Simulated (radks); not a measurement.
# Nuclear size and the levels of Ta

One table from this session's results is given with a row withheld; the runs are named, their logs left out.

The numbers are computed with radks (a radial shooting solver on a logarithmic mesh, Libxc functionals) version 1 (Dirac Kohn-Sham, LDA (Slater exchange, Perdew-Wang correlation), spin-unpolarised, spherical densities, finite nucleus; open shells are shared between the two j in proportion to 2j + 1), except any that are marked as measured or tabulated.

### The system

| Quantity | Value |
| --- | --- |
| element | tantalum (Z = 73) |
| charge | 0 |
| electrons | 73 |
| configuration | [Xe] 4f14 5d3 6s2 |
| nuclear rms radius | 5.3507 fm |

The outer shells:

Ta
```
[Xe] core
4f [↑↓][↑↓][↑↓][↑↓][↑↓][↑↓][↑↓]
5d [↑ ][↑ ][↑ ][  ][  ]
6s [↑↓]
```

Set-up of the first run:

The run's settings:

```text
Z 73
configuration [Xe] 4f14 5d3 6s2 6p0 7s0
relativity Dirac
functional lda,pw
spin unpolarised
j_filling average
nucleus finite rms 5.3507 fm
c 137.035999084
```

Among the steps run: rms radius 5.3507 fm.

One of the session's tables, all rows but one given; the rest of the session is left out.

It belongs to the step «rms radius 5.3507 fm». From the orbitals of this run (lengths in bohr):

| level | <r> | outermost maximum (interpolated) | 90 % within | nodes |
| --- | --- | --- | --- | --- |
| 4f5/2 | 0.6339 | 0.438 | 1.06 | 0 |
| 4f7/2 | 0.6449 | 0.443 | 1.08 | 0 |
| 6s1/2 | ? | ? | ? | ? |
| 5d3/2 | 2.184 | 1.56 | 3.56 | 2 |
| 5d5/2 | 2.295 | 1.61 | 3.76 | 2 |
| 6p1/2 | 4.499 | 3.60 | 6.89 | 4 |
| 6p3/2 | 4.995 | 3.99 | 7.65 | 4 |
| 7s1/2 | 14.54 | 9.51 | 24.7 | 6 |

**Question.** Estimate the row for 6s1/2.

As computed: <r>: 3.281; outermost maximum (interpolated): 2.75; 90 % within: 4.88; nodes: 5. In the column «<r>» it lies between 5d5/2 (2.295) and 6p1/2 (4.499).
